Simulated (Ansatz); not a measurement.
# AlAsH2: the cost of one run

The runs use Ansatz 0.2.0, Gaussian basis; cc-pVTZ, core rule «outside noble gas», up to 19 orbitals frozen.

Plan: UHF; CCSD(T) on RHF; CCSD(T) on UHF; BCCD(T) on RHF; CCSDT(Q) on RHF; CCSDT(Q) on UHF.

16 further runs of the same task are left out: 10 for a known fault of the program, 6 set aside as unsound or not needed.

## (1) What is computed

The geometry is a PBE0/def2-TZVP stationary point (not a proven minimum) of the parent state, kept for this charge and spin. No spin-orbit coupling is included. The filled d shell of As may be among the frozen orbitals whatever the setting's name suggests; the logs give the count.

4 atoms, charge 0, spin multiplicity 1.

Atoms are counted from 1 here; the program's logs count them from 0.

Bond lengths: Al1–As2 2.470 Å, As2–H3 1.524 Å, As2–H4 1.524 Å. Angles: Al1–As2–H3 96.8°, Al1–As2–H4 96.8°, H3–As2–H4 92.8°.

Geometry (Å):

```xyz
4

Al    0.0365    0.0000    1.8321
As   -0.0398    0.0000   -0.6370
H     0.9895    1.1039   -0.8491
H     0.9895   -1.1039   -0.8491
```

## (2) UHF

in.yaml

```yaml
crystal:
  periodic: [false, false, false]
  atoms:
    - {symbol: Al, position_ang: [0.036540, 0.000000, 1.832106]}
    - {symbol: As, position_ang: [-0.039784, 0.000000, -0.636952]}
    - {symbol: H, position_ang: [0.989539, 1.103858, -0.849067]}
    - {symbol: H, position_ang: [0.989541, -1.103856, -0.849067]}
basis:
  gaussian: {orbitals: cc-pVTZ}
magnetization: {spin_polarized: true, initial_magnetization: 0}
hamiltonian: {xc: hf}
output: {orbitals: {seedname: orbitals}}
```

Command:

```sh
$ ansatz run in.yaml --threads 1 --pin off --events-out ev --progress --plain --max-ram 4096MiB --backend cpu
```

**Question.** How long does this run take on 1 thread of AMD EPYC 7R13, shared host, and how much memory does it need?

About 10 s, with a peak of 0.35 GiB.
